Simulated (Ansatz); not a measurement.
**CH₅GeO radical: basis-set convergence**

The task here is to estimate one member of a computed series from the others.

The runs use Ansatz 0.2.0, Gaussian basis; one geometry, several basis sets.

Levels to be run: PBE0-D4/def2-SVP; ωB97M-V/def2-SVP; PBE0-D4/def2-QZVPP; ωB97M-V/def2-QZVPP; the functionals' def2-TZVPP values are taken from earlier runs.

### The relaxed structure

An earlier PBE0-D4 in a triple-zeta def2 set relaxation fixed the geometry.

SMILES `[CH2][GeH2][OH]`, 8 atoms, charge 0, spin multiplicity 2.

Atoms are counted from 1 here; the program's logs count them from 0.

Bond lengths: C1–Ge2 1.908 Å, C1–H4 1.084 Å, C1–H5 1.084 Å, Ge2–O3 1.784 Å, Ge2–H6 1.546 Å, Ge2–H7 1.546 Å, O3–H8 0.959 Å. Angles: Ge2–C1–H4 122.8°, Ge2–C1–H5 120.5°, H4–C1–H5 116.8°, C1–Ge2–O3 103.9°, C1–Ge2–H6 112.6°, C1–Ge2–H7 112.6°, O3–Ge2–H6 109.6°, O3–Ge2–H7 109.6°, H6–Ge2–H7 108.4°, Ge2–O3–H8 112.9°.

Set-up of the first run:

Contents of in.yaml:

```yaml
crystal:
  periodic: [false, false, false]
  atoms:
    - {symbol: C, position_ang: [-1.059320, 0.554327, -0.812359]}
    - {symbol: Ge, position_ang: [0.564355, 0.058264, 0.058304]}
    - {symbol: O, position_ang: [0.067669, -1.222834, 1.196746]}
    - {symbol: H, position_ang: [-1.102398, 1.313067, -1.585213]}
    - {symbol: H, position_ang: [-1.994787, 0.075673, -0.545291]}
    - {symbol: H, position_ang: [1.200540, 1.229586, 0.841997]}
    - {symbol: H, position_ang: [1.618112, -0.500436, -0.925521]}
    - {symbol: H, position_ang: [0.798127, -1.564747, 1.715637]}
basis:
  gaussian: {orbitals: def2-SVP}
magnetization: {spin_polarized: true, initial_magnetization: 1}
hamiltonian: {xc: pbe0, dispersion: d4}
output: {orbitals: {seedname: orbitals}}
```

Started as:

```console
ansatz run in.yaml --threads 4 --pin off --events-out ev --progress --plain --max-ram 10444MiB
```

Steps of the session up to this table: PBE0-D4 in def2-SVP; ωB97M-V in def2-SVP; PBE0-D4 in def2-QZVPP; ωB97M-V in def2-QZVPP.

One of the session's tables, all rows but one given; the rest of the session is left out.

It belongs to the step «Density functionals: the series». 

| functional | basis | HOMO (eV) | LUMO (eV) |
| --- | --- | --- | --- |
| PBE0-D4 | def2-SVP | -6.90 | -1.93 |
| PBE0-D4 | def2-TZVPP | -6.97 | -2.15 |
| PBE0-D4 | def2-QZVPP | -6.99 | -2.20 |
| ωB97M-V | def2-SVP | -8.90 | 0.03 |
| ωB97M-V | def2-TZVPP | ? | ? |
| ωB97M-V | def2-QZVPP | -9.01 | -0.41 |

**Question.** Estimate the row for ωB97M-V, def2-TZVPP.

**Answer.** HOMO (eV): -9.00; LUMO (eV): -0.32. In the column «HOMO (eV)» it lies between ωB97M-V, def2-QZVPP (-9.01) and ωB97M-V, def2-SVP (-8.90).
